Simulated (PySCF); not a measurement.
# CH9BOSi2: the cost of one run

Programs: PySCF 2.14.0, with density-fitted response routines of our own. Each step states its level of theory. These are calculated values for one molecule in the gas phase, unless marked as measured. Atoms are numbered from 0 throughout.

## (1) The starting structure

14 atoms, charge 0, multiplicity 1; geometry from: GFN2-xTB. The atoms were then displaced at random by about 0.01 Å, so the start is not that level's minimum.

Bonds of the start (Å): B0–C1 1.56, C1–O2 1.39, O2–Si3 1.65, Si3–Si4 2.25, B0–H5 1.20, B0–H6 1.14, C1–H7 1.10, C1–H8 1.11, Si3–H9 1.46, Si3–H10 1.50, Si4–H11 1.48, Si4–H12 1.44, Si4–H13 1.46.

## (2) Relaxing the molecule at PBE0-D3(BJ)/def2-SVP

The job: settings as JSON, then the geometry in Å.

```
{"job": {"xc": "PBE0", "basis": "def2-SVP", "d3": "d3bj", "grid": 1, "shake": 0.01, "kind": "geom"}, "charge": 0, "multiplicity": 1}
B     -2.600790     0.165670     0.223760
C     -1.571120     1.075780    -0.520400
O     -0.242680     0.917590    -0.133630
Si     0.799560    -0.324790    -0.419570
Si     2.642780     0.322620     0.705630
H     -3.745710     0.309420    -0.088900
H     -2.287180    -0.551150     1.059600
H     -1.623090     0.934260    -1.610900
H     -1.806290     2.147920    -0.343830
H      0.906030    -0.507490    -1.865870
H      0.161960    -1.608690     0.020100
H      2.423820     1.063910     1.972240
H      3.400170    -0.847730     1.067180
H      3.535370     1.167620    -0.073160
```

The run is started by

```
$ OMP_NUM_THREADS=1 python probes_run.py task.json out
```

One launch serves the whole session: the jobs run in the order shown.

**Question.** How long does this first job take on 1 thread of Arm Neoverse V1, shared host, and how much memory does it need?

About 88 s, with a peak of 0.5 GiB.
